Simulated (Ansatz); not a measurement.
# NbTe: band structure with LDA+U

The system is NbTe.

```xyz
2
Lattice="3.7030 0.0000 0.0000 -1.8515 3.2069 0.0000 0.0000 0.0000 3.6942" Properties=species:S:1:pos:R:3 pbc="T T T"
Te    1.8515    1.0690    0.0000
Nb    0.0000    0.0000    1.8471
```

The cell comes from a database or a generator and needn't be the stable form of this composition.

```yaml
Program: Ansatz 0.2.0
Task: band structure
Functional: LDA
Potentials_or_basis: Ansatz PAW
Cutoff: "420 eV (not typed: the program's choice for these potentials)"
k_mesh: 8 × 8 × 7
Occupations: fermi-dirac, width 0.05 eV
Spin: no spin polarisation
Hubbard_terms: Nb d U = 8 eV
Path: "[[\"G\", \"M\", \"K\", \"G\", \"A\", \"L\", \"H\", \"A\"], [\"L\", \"M\"], [\"K\", \"H\"]]"
Points_for_each_segment_of_the_path: 14
Hubbard_projectors: ortho-atomic (the default)
Double_counting: fll (the default)
```

- Pressure: 6.1 GPa
- Band gap on the k mesh: none (metal or under the smearing width)

Stress tensor (GPa, compression positive):
```
5.96 0.00 0.00
0.00 5.96 0.00
0.00 0.00 6.41
```

Levels at the corners of the path, in eV from the Fermi level:
| point | band 12 | band 13 | band 14 | band 15 | band 16 | band 17 |
| --- | --- | --- | --- | --- | --- | --- |
| Γ | -3.73 | -1.83 | -0.61 | 2.16 | 2.16 | 2.21 |
| M | -2.55 | -2.52 | -2.26 | 0.09 | 1.85 | 2.54 |
| K | -5.25 | -2.47 | -1.11 | -0.54 | 1.15 | 2.18 |
| Γ | -3.73 | -1.83 | -0.61 | 2.16 | 2.16 | 2.21 |
| A | -2.18 | -2.18 | -1.45 | -1.45 | 2.63 | 2.91 |
| L | -5.41 | -3.08 | -1.57 | -0.06 | 2.73 | 3.05 |
| H | -5.11 | -4.25 | -2.22 | 2.19 | 2.47 | 3.30 |
| A | -2.18 | -2.18 | -1.45 | -1.45 | 2.63 | 2.91 |
| L | -5.41 | -3.08 | -1.57 | -0.06 | 2.73 | 3.05 |
| M | -2.55 | -2.52 | -2.26 | 0.09 | 1.85 | 2.54 |
| K | -5.25 | -2.47 | -1.11 | -0.54 | 1.15 | 2.18 |
| H | -5.11 | -4.25 | -2.22 | 2.19 | 2.47 | 3.30 |

Eigenvalues of the final occupation matrices:
```
  site  spin  trace               eigenvalues
site 1     1   2.22  0.20 0.25 0.25 0.76 0.76
```

Wall time 17 s on 2 threads of Arm Neoverse V1, on a shared host, peak memory 0.39 GiB.

Caveat: spin-orbit coupling is left out, which moves the levels of the heavy elements; U without spin polarisation on a metal has little footing; the PAW data sets come from PBE, with cores solved anew for the run's functional, which leaves a small shift of forces and pressure; the U is typed as a test and isn't derived for this compound.
